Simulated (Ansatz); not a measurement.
Consider a ranking of polymorphs by energy of 3 structures of Sn (Ansatz's Python interface).

Script `run_polymorphs.py`:
```python
'''Polymorphs of Sn, after relaxing atoms and volume at fixed cell shape.'''

import warnings

import ansatz as az
import numpy as np
import spglib

ECUT = 550
KSPACING = 0.15
SMEARING = 'gaussian'
SIGMA = 0.1

PHASES = {
    'Fd-3m': (
        [[0.0, 3.233343, 3.233343], [3.233343, 0.0, 3.233343], [3.233343, 3.233343, 0.0]],
        [
            ('Sn', [0.0, 0.0, 0.0]),
            ('Sn', [0.25, 0.25, 0.25]),
        ],
    ),
    'Immm': (
        [[-1.726539, 1.775547, 2.338342], [1.726539, -1.775547, 2.338342], [1.726539, 1.775547, -2.338342]],
        [
            ('Sn', [0.0, 0.0, 0.0]),
        ],
    ),
    'Im-3m': (
        [[-1.894652, 1.894652, 1.894652], [1.894652, -1.894652, 1.894652], [1.894652, 1.894652, -1.894652]],
        [
            ('Sn', [0.0, 0.0, 0.0]),
        ],
    ),
}


def build(vectors, sites):
    crystal = az.Crystal(lattice=az.Lattice.of(vectors))
    for symbol, position in sites:
        crystal = crystal.atom(symbol, position)
    return crystal


def compute(name, crystal):
    calc = (
        crystal.calculation()
        .functional(az.Functional.R2SCAN)
        .basis(ECUT)
        .kpoints(spacing=KSPACING)
        .occupations(SMEARING, width=SIGMA)
        .stress()
        .band_table()
    )
    calc = calc.relax(force_tolerance=0.02, fix_cell=['shape'])
    return calc.run()


def space_group(outcome):
    sites = outcome.report['lattice']['sites']
    kinds = sorted({site['symbol'] for site in sites})
    cell = (outcome.lattice.cell_ang, [site['position_frac'] for site in sites], [kinds.index(site['symbol']) for site in sites])
    return spglib.get_spacegroup(cell, symprec=0.01)


def pressure_gpa(outcome):
    return float(np.trace(outcome.report['stress_gpa']) / 3)


def volume_per_atom(outcome):
    return abs(np.linalg.det(outcome.lattice.cell_ang)) / len(outcome.lattice.sites)

warnings.simplefilter('ignore', az.DeckWarning)

phases = {name: build(*cell) for name, cell in PHASES.items()}

done = {}
for name, crystal in phases.items():
    try:
        done[name] = compute(name, crystal)
    except az.NonConvergedError as error:
        print(name, 'did not converge:', str(error)[:120])

energy = {name: o.report['energy_sigma0_ev'] / len(o.lattice.sites) for name, o in done.items()}
lowest = min(energy.values())
rows = [(name, len(o.lattice.sites), 1000 * (energy[name] - lowest), space_group(o), pressure_gpa(o), volume_per_atom(o)) for name, o in done.items()]
rows.sort(key=lambda row: row[2])
print('     phase       atoms  dE (meV/atom)  space group     P (GPa)  V (A^3/atom)')
for row in rows:
    print(f'{str(row[0]):>10}  {row[1]:10d}  {row[2]:13.1f}  {str(row[3]):>11}  {row[4]:10.2f}  {row[5]:12.3f}')
print('order:', ' < '.join(row[0] for row in rows))
```

Which of these structures comes out lowest, and how far apart are they?

By space group at the end of each run: Fd-3m (+0 meV an atom, 35.4 Å³), Immm (+241 meV an atom, 27.3 Å³) and Im-3m (+251 meV an atom, 27.1 Å³).

The run itself:

`python run_polymorphs.py` gives:
```text
     phase       atoms  dE (meV/atom)  space group     P (GPa)  V (A^3/atom)
     Fd-3m           2            0.0  Fd-3m (227)       -0.00        35.393
      Immm           1          240.7    Immm (71)       -0.01        27.298
     Im-3m           1          251.4  Im-3m (229)        0.02        27.060
order: Fd-3m < Immm < Im-3m
```

Notes:
- Atoms and volume are relaxed with the cell's shape held, which in cells of lower than cubic symmetry can hide stresses and shift volumes.
- Pressure is positive in compression.
- The cells come from databases of deposited and of computed structures, and not all need be stable phases.
- The ranking holds among these structures alone, at zero temperature; the ground state may be another structure. Differences under about 40 meV an atom lie within the error of mesh and functional.
- Timing: 6.7 min on 1 thread of Arm Neoverse N1, with other jobs on the host, peak memory 0.79 GiB.
